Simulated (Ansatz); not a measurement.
# CH3GaN+ (SMILES N=[C+][GaH2]): one structure at several levels

One table from this session's results is given with a row withheld; the runs are named, their logs left out.

Method: single points in def2-TZVPP; program: Ansatz 0.2.0, Gaussian basis.

Correlated methods freeze the cores. Filled d shells of the heavier atoms are correlated.

## Where the work starts

6 atoms, charge 1, spin multiplicity 1.

Atoms are counted from 1 here; the program's logs count them from 0.

Bond lengths: N1–C2 1.166 Å, N1–H4 1.022 Å, C2–Ga3 2.236 Å, Ga3–H5 1.523 Å, Ga3–H6 1.540 Å. Angles: C2–N1–H4 176.6°, N1–C2–Ga3 175.9°, C2–Ga3–H5 107.4°, C2–Ga3–H6 110.7°, H5–Ga3–H6 141.9°.

Geometry (Å):

| atom | x (Å) | y (Å) | z (Å) |
| --- | --- | --- | --- |
| N1 | -1.33380 | -1.31080 | -0.17020 |
| C2 | -0.51170 | -0.48590 | -0.12320 |
| Ga3 | 1.07650 | 1.06770 | 0.12480 |
| H4 | -2.06910 | -2.01350 | -0.26590 |
| H5 | 1.66810 | 1.33670 | -1.25290 |
| H6 | 1.18140 | 1.50840 | 1.59710 |

The first run:

Contents of run/in.yaml:

```yaml
crystal:
  periodic: [false, false, false]
  atoms:
    - {symbol: N, position_ang: [-1.333800, -1.310800, -0.170200]}
    - {symbol: C, position_ang: [-0.511700, -0.485900, -0.123200]}
    - {symbol: Ga, position_ang: [1.076500, 1.067700, 0.124800]}
    - {symbol: H, position_ang: [-2.069100, -2.013500, -0.265900]}
    - {symbol: H, position_ang: [1.668100, 1.336700, -1.252900]}
    - {symbol: H, position_ang: [1.181400, 1.508400, 1.597100]}
basis:
  gaussian: {orbitals: def2-TZVPP}
total_charge: 1
correlation: {method: ccsd_t}
output: {forces: true}
```

No record of the launch command was kept for these runs.

Among the steps run: CCSD(T)/def2-TZVPP; PBE0-D4/def2-TZVPP; wB97M-V/def2-TZVPP; r2SCAN-D4/def2-TZVPP; PBE-D4/def2-TZVPP; BHLYP-D4/def2-TZVPP; wB97X-V/def2-TZVPP.

One of the session's tables, all rows but one given; the rest of the session is left out.

| method | RMS force component (eV/Å) | angle to CCSD(T) forces (°) |
| --- | --- | --- |
| CCSD(T) | 0.284 | reference |
| PBE0-D4 | 0.713 | 27.2 |
| wB97M-V | 0.748 | 29.0 |
| r2SCAN-D4 | 0.556 | 22.5 |
| PBE-D4 | ? | ? |
| BHLYP-D4 | 1.152 | 31.1 |
| wB97X-V | 0.716 | 28.4 |

**Question.** Estimate the row for PBE-D4.

**Answer.** RMS force component (eV/Å): 0.307; angle to CCSD(T) forces (°): 24.5. In the column «RMS force component (eV/Å)» it lies between CCSD(T) (0.284) and r2SCAN-D4 (0.556).
